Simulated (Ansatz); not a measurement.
# C2H9NSiZn: the cost of one run

All numbers below are computed with Ansatz 0.2.0 (RHF/def2-mTZVP).

### 1 Starting point

Bond lengths: C1–Zn2 1.230 Å, Zn2–C3 1.593 Å, C3–N4 1.476 Å, N4–Si5 1.835 Å, C1–H6 1.166 Å, C1–H7 1.134 Å, C1–H8 1.060 Å, C3–H9 1.170 Å, C3–H10 1.119 Å, N4–H11 1.102 Å, Si5–H12 1.458 Å, Si5–H13 1.483 Å, Si5–H14 1.429 Å. Angles (14 of 22 angles, heavy atoms first): C1–Zn2–C3 151.3°, Zn2–C3–N4 133.7°, C3–N4–Si5 104.6°, Zn2–C1–H6 123.3°, Zn2–C1–H7 113.3°, Zn2–C1–H8 96.8°, Zn2–C3–H9 89.6°, Zn2–C3–H10 108.5°, N4–C3–H9 109.0°, N4–C3–H10 107.2°, C3–N4–H11 102.7°, Si5–N4–H11 102.9°, N4–Si5–H12 110.2°, N4–Si5–H13 108.9°.

Coordinates:

```xyz
14

C    -1.5962    1.1415    0.7772
Zn   -0.5128    0.6695    1.1198
C     0.9497    0.1394    0.7790
N     1.4631   -1.0449    0.0626
Si    0.6427   -0.9843   -1.5779
H    -2.1863    1.9177    1.4161
H    -1.5824    1.5847   -0.2664
H    -2.1319    0.2266    0.7632
H     1.1631    0.0153    1.9229
H     1.5806    1.0119    0.4726
H     0.9443   -1.8762    0.5668
H    -0.8049   -0.9344   -1.4154
H     1.0539    0.2579   -2.2757
H     1.0042   -2.1538   -2.3161
```

### 2 End point A

Input file input.yaml:

```yaml
crystal:
  periodic: [false, false, false]
  atoms:
    - { symbol: C, position_ang: [-1.5962, 1.1415, 0.7772] }
    - { symbol: Zn, position_ang: [-0.5128, 0.6695, 1.1198] }
    - { symbol: C, position_ang: [0.9497, 0.1394, 0.779] }
    - { symbol: "N", position_ang: [1.4631, -1.0449, 0.0626] }
    - { symbol: Si, position_ang: [0.6427, -0.9843, -1.5779] }
    - { symbol: H, position_ang: [-2.1863, 1.9177, 1.4161] }
    - { symbol: H, position_ang: [-1.5824, 1.5847, -0.2664] }
    - { symbol: H, position_ang: [-2.1319, 0.2266, 0.7632] }
    - { symbol: H, position_ang: [1.1631, 0.0153, 1.9229] }
    - { symbol: H, position_ang: [1.5806, 1.0119, 0.4726] }
    - { symbol: H, position_ang: [0.9443, -1.8762, 0.5668] }
    - { symbol: H, position_ang: [-0.8049, -0.9344, -1.4154] }
    - { symbol: H, position_ang: [1.0539, 0.2579, -2.2757] }
    - { symbol: H, position_ang: [1.0042, -2.1538, -2.3161] }
basis:
  gaussian: { orbitals: def2-mTZVP }
hamiltonian:
  xc: hf
relax:
  f_tol: 0.015
  max_steps: 40
```

On the command line:

```bash
$ ansatz run input.yaml --threads 2 --pin off --max-ram 3072MiB --backend cpu --events-out ev --progress --plain --runs-dir out
```

Q: Estimate wall time and peak memory on 2 threads of Arm Neoverse V2, shared host.

About 60 s, with a peak of 0.4 GiB.
